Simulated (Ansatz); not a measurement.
**C2H8B2F2: vertical ionisation energy**

The task here is to estimate one member of a computed series from the others.

Program: Ansatz 0.2.0, Gaussian basis. Level of theory: unrestricted cation, the program's frozen cores in correlated methods. These are calculated values, not measurements.

The runs, in order: UKS PBE-D4/def2-TZVPP; UKS r2SCAN-D4/def2-TZVPP; UKS PBE0-D4/def2-TZVPP; UKS B3LYP-D4/def2-TZVPP; UKS wB97X-V/def2-TZVPP; UKS wB97M-V/def2-TZVPP; UKS B2PLYP/def2-TZVPP; UHF-CCSD(T)/def2-TZVPP; UHF-MP2/def2-QZVPP; extrapolation to the limit; then −ε(HOMO) from the neutral's earlier runs with LDA (SPW92), PBE-D4, revPBE-D4, BLYP-D4, r2SCAN-D4, B97M-V, PBE0-D4, B3LYP-D4, r2SCANh-D4, r2SCAN0-D4, HSE06-D4, BHLYP-D4, CAM-B3LYP-D4, LC-ωPBE, ωB97X-V, ωB97M-V.

## The geometry

All runs share one geometry, relaxed beforehand with PBE0-D4 in a triple-zeta def2 set.

SMILES `C[B@H-]1[F+][B@@H-](C)[F+]1`, 14 atoms, charge 0, spin multiplicity 1.

Atoms are counted from 1 here; the program's logs count them from 0.

Bond lengths: C1–B2 1.558 Å, C1–H7 1.094 Å, C1–H8 1.094 Å, C1–H9 1.093 Å, B2–F3 1.552 Å, B2–F6 1.552 Å, B2–H10 1.194 Å, F3–B4 1.552 Å, B4–C5 1.558 Å, B4–F6 1.552 Å, B4–H11 1.194 Å, C5–H12 1.093 Å, C5–H13 1.094 Å, C5–H14 1.094 Å. Angles: B2–C1–H7 110.2°, B2–C1–H8 110.3°, B2–C1–H9 113.1°, H7–C1–H8 106.7°, H7–C1–H9 108.2°, H8–C1–H9 108.2°, C1–B2–F3 112.1°, C1–B2–F6 112.1°, C1–B2–H10 123.1°, F3–B2–F6 87.4°, F3–B2–H10 108.1°, F6–B2–H10 108.2°, B2–F3–B4 92.3°, F3–B4–C5 112.1°, F3–B4–F6 87.4°, F3–B4–H11 108.2°, C5–B4–F6 112.1°, C5–B4–H11 123.1° and more.

The first run:

in.yaml reads:

```yaml
crystal:
  periodic: [false, false, false]
  atoms:
    - {symbol: C, position_ang: [-1.490381, 1.335354, -0.625704]}
    - {symbol: B, position_ang: [-0.827926, 0.787973, 0.673869]}
    - {symbol: F, position_ang: [0.721877, 0.820248, 0.597910]}
    - {symbol: B, position_ang: [0.824887, -0.720880, 0.748572]}
    - {symbol: C, position_ang: [1.492760, -1.388035, -0.490870]}
    - {symbol: F, position_ang: [-0.724585, -0.760478, 0.669418]}
    - {symbol: H, position_ang: [-2.564260, 1.127112, -0.619758]}
    - {symbol: H, position_ang: [-1.380793, 2.422494, -0.677710]}
    - {symbol: H, position_ang: [-1.065114, 0.906022, -1.536563]}
    - {symbol: H, position_ang: [-1.153909, 1.135961, 1.768757]}
    - {symbol: H, position_ang: [1.146171, -0.964156, 1.872732]}
    - {symbol: H, position_ang: [1.071415, -1.046491, -1.439900]}
    - {symbol: H, position_ang: [1.383244, -2.475269, -0.440735]}
    - {symbol: H, position_ang: [2.566633, -1.179877, -0.500018]}
basis:
  gaussian: {orbitals: def2-TZVPP}
total_charge: 1
magnetization: {spin_polarized: true, initial_magnetization: 1}
hamiltonian: {xc: pbe, dispersion: d4}
```

Launch:

```bash
$ ansatz run in.yaml --threads 2 --pin off --events-out ev --progress --plain --max-ram 22528MiB --backend cuda --devices 0, --max-vram 18GiB
```

Among the steps run: Cation, UKS PBE-D4/def2-TZVPP; Cation, UKS r2SCAN-D4/def2-TZVPP; Cation, UKS PBE0-D4/def2-TZVPP; Cation, UKS B3LYP-D4/def2-TZVPP; Cation, UKS wB97X-V/def2-TZVPP; Cation, UKS wB97M-V/def2-TZVPP; Cation, UKS B2PLYP (frozen core)/def2-TZVPP; Cation, UHF-CCSD(T)/def2-TZVPP; Cation, UHF-MP2/def2-QZVPP.

One table of the session follows, with a row left open; its other results are not shown here.

Orbital estimates, from the neutral's runs:

```
  functional  −ε(HOMO) (eV)
 LDA (SPW92)              ?
      PBE-D4           7.28
   revPBE-D4           7.24
     BLYP-D4           7.25
   r2SCAN-D4           7.63
      B97M-V           7.76
     PBE0-D4           8.82
    B3LYP-D4           8.64
  r2SCANh-D4           8.20
  r2SCAN0-D4           9.05
    HSE06-D4           8.41
    BHLYP-D4          10.34
CAM-B3LYP-D4          10.33
     LC-ωPBE          11.65
     ωB97X-V          11.32
     ωB97M-V          11.19
```

**Question.** Estimate the row for LDA (SPW92).

The run gave: −ε(HOMO) (eV): 7.36. In the column «−ε(HOMO) (eV)» it lies between PBE-D4 (7.28) and r2SCAN-D4 (7.63).

To keep in mind: The cation may have settled in a state other than its lowest; no search over hole states beyond the program's own was made.
